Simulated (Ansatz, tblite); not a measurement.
**C₂H₂₄Si₉: one state, many levels**

One table from this session's results is given with a row withheld; the runs are named, their logs left out.

Computed with Ansatz 0.2.0, Gaussian basis. Level: as each input shows.

The runs, in order: GFN1-xTB, GFN2-xTB, PBE-D4/def2-TZVP, r2SCAN-D4/def2-TZVP, PBE-D4/def2-SVP, PBE0-D4/def2-SVP, HF/6-31G, B3LYP-D4/6-31G, MP2/def2-SVP.

4 further runs of the same task are left out: 4 that didn't finish.

### The relaxed structure

The singlet was relaxed beforehand with r2SCAN-D4/def2-SVP.

35 atoms, charge 0, spin multiplicity 1.

Bond lengths: C1–Si2 1.887 Å, C1–H12 1.102 Å, C1–H13 1.102 Å, C1–H14 1.102 Å, Si2–Si3 2.350 Å, Si2–H15 1.499 Å, Si2–H16 1.497 Å, Si3–Si4 2.350 Å, Si3–H17 1.498 Å, Si3–H18 1.499 Å, Si4–Si5 2.350 Å, Si4–H19 1.498 Å, Si4–H20 1.499 Å, Si5–Si6 2.351 Å, Si5–H21 1.499 Å, Si5–H22 1.500 Å, Si6–Si7 2.350 Å, Si6–H23 1.498 Å and more. Angles: Si2–C1–H12 110.8°, Si2–C1–H13 111.1°, Si2–C1–H14 110.8°, H12–C1–H13 108.0°, H12–C1–H14 108.0°, H13–C1–H14 107.9°, C1–Si2–Si3 109.8°, C1–Si2–H15 110.1°, C1–Si2–H16 110.6°, Si3–Si2–H15 108.1°, Si3–Si2–H16 110.5°, H15–Si2–H16 107.6°, Si2–Si3–Si4 107.3°, Si2–Si3–H17 111.1°, Si2–Si3–H18 110.7°, Si4–Si3–H17 109.1°, Si4–Si3–H18 110.3°, H17–Si3–H18 108.2° and more.

PBE0-D4/def2-TZVP was run before; its log isn't repeated, and its numbers join the tables.

Set-up of the first run:

Tight binding, by tblite at 300 K electronic temperature and without a spin-polarisation term:

```python
tblite.interface.Calculator('GFN1-xTB', numbers, positions, charge=0, uhf=0).singlepoint()
```

Tight binding, by tblite at 300 K electronic temperature and without a spin-polarisation term:

```python
tblite.interface.Calculator('GFN2-xTB', numbers, positions, charge=0, uhf=0).singlepoint()
```

start.molden holds the orbitals of an earlier run on this state, given as this run's starting guess.

in.yaml

```yaml
crystal:
  periodic: [false, false, false]
  atoms:
    - {symbol: C, position_ang: [-5.693193, 0.846357, -0.424200]}
    - {symbol: Si, position_ang: [-4.512736, 0.500525, -1.855706]}
    - {symbol: Si, position_ang: [-3.675659, -1.689341, -1.686833]}
    - {symbol: Si, position_ang: [-2.801445, -1.938854, 0.479916]}
    - {symbol: Si, position_ang: [-1.389113, -0.103993, 0.878555]}
    - {symbol: Si, position_ang: [0.150266, 0.107627, -0.885686]}
    - {symbol: Si, position_ang: [1.626756, 1.876547, -0.425557]}
    - {symbol: Si, position_ang: [2.423543, 1.564387, 1.764746]}
    - {symbol: Si, position_ang: [3.123657, -0.672483, 1.931893]}
    - {symbol: Si, position_ang: [4.650197, -1.052068, 0.184451]}
    - {symbol: C, position_ang: [5.999596, 0.266926, 0.208807]}
    - {symbol: H, position_ang: [-6.548280, 0.151468, -0.444586]}
    - {symbol: H, position_ang: [-6.088772, 1.873740, -0.474754]}
    - {symbol: H, position_ang: [-5.180246, 0.727600, 0.543885]}
    - {symbol: H, position_ang: [-3.351514, 1.447242, -1.807538]}
    - {symbol: H, position_ang: [-5.203959, 0.697667, -3.169319]}
    - {symbol: H, position_ang: [-2.586222, -1.930249, -2.686777]}
    - {symbol: H, position_ang: [-4.763207, -2.693088, -1.927914]}
    - {symbol: H, position_ang: [-2.019382, -3.207979, 0.623411]}
    - {symbol: H, position_ang: [-3.922113, -1.961316, 1.475853]}
    - {symbol: H, position_ang: [-0.650897, -0.251662, 2.174796]}
    - {symbol: H, position_ang: [-2.209866, 1.149327, 0.958665]}
    - {symbol: H, position_ang: [-0.587279, 0.325154, -2.171374]}
    - {symbol: H, position_ang: [0.923879, -1.170822, -1.002680]}
    - {symbol: H, position_ang: [0.901617, 3.180488, -0.557321]}
    - {symbol: H, position_ang: [2.778960, 1.877471, -1.384348]}
    - {symbol: H, position_ang: [1.339956, 1.891807, 2.745110]}
    - {symbol: H, position_ang: [3.587030, 2.470898, 2.033619]}
    - {symbol: H, position_ang: [3.762747, -0.926310, 3.263604]}
    - {symbol: H, position_ang: [1.933277, -1.573737, 1.805068]}
    - {symbol: H, position_ang: [3.896113, -0.991481, -1.109348]}
    - {symbol: H, position_ang: [5.246347, -2.421118, 0.299073]}
    - {symbol: H, position_ang: [6.720692, 0.111674, -0.609974]}
    - {symbol: H, position_ang: [6.554654, 0.245036, 1.160598]}
    - {symbol: H, position_ang: [5.564584, 1.272583, 0.091856]}
basis:
  gaussian: {orbitals: def2-TZVP, initial_orbitals: start.molden}
hamiltonian: {xc: pbe, dispersion: d4}
scf: {omitted_lower_state_checks: [starts]}
output: {orbitals: {seedname: orbitals}}
```

Command:

```bash
$ ansatz run in.yaml --threads 4 --pin off --events-out ev --progress --plain --max-ram 6963MiB
```

Among the steps run: PBE-D4/def2-TZVP; r2SCAN-D4/def2-TZVP; PBE-D4/def2-SVP; PBE0-D4/def2-SVP; HF/6-31G; B3LYP-D4/6-31G; MP2/def2-SVP.

One of the session's tables, all rows but one given; the rest of the session is left out.

It belongs to the step «Binding energy». 

| level | binding an atom (eV) |
| --- | --- |
| HF/6-31G | 2.180 |
| HF/def2-SVP | 2.475 |
| PBE-D4/def2-SVP | 3.244 |
| PBE-D4/def2-TZVP | 3.244 |
| r2SCAN-D4/def2-TZVP | 3.264 |
| B3LYP-D4/6-31G | 3.063 |
| PBE0-D4/def2-SVP | 3.239 |
| PBE0-D4/def2-TZVP | 3.242 |
| MP2/def2-SVP | ? |

**Question.** Estimate the row for MP2/def2-SVP.

**Answer.** binding an atom (eV): 3.029. In the column «binding an atom (eV)» it lies between HF/def2-SVP (2.475) and B3LYP-D4/6-31G (3.063).

To keep in mind: Free atoms were run apart at each level; binding is atoms less cluster, divided by the number of atoms, without zero-point or spin-orbit terms.
